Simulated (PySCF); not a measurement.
The system is F2Si, in a box.

```
F Si
1.0
    11.00000    0.00000    0.00000
     0.00000   12.00000    0.00000
     0.00000    0.00000   10.00000
F Si
2 1
Cartesian
  5.7624 7.2446 5.3138
  6.0248 4.7974 5.1851
  5.0012 5.9514 4.7542
```

Base run:

* Program: PySCF 2.14.0
* Functional: TPSSh
* Dispersion: D3(BJ)
* Potentials or basis: pob-tzvp-rev2 (all-electron)
* k mesh: 1 × 1 × 1
* Occupations: fixed
* Spin: no spin polarisation

Its results: gap between the frontier levels 5.11 eV.

After a change of settings the same cell gave: gap between the frontier levels 4.42 eV. Which change was it?
A. functional from TPSSh to BHandHLYP; dispersion from D3(BJ) to none
B. functional from TPSSh to SCAN; dispersion from D3(BJ) to D3
C. functional from TPSSh to SOGGA11; dispersion from D3(BJ) to none

B.

Caveats: this is a molecule in a periodic box at the Γ point, so its band gap is the HOMO-LUMO gap; the basis of atomic orbitals isn't converged, which shifts pressures, moduli and gaps.

Runs at the PBE level aren't shown here.
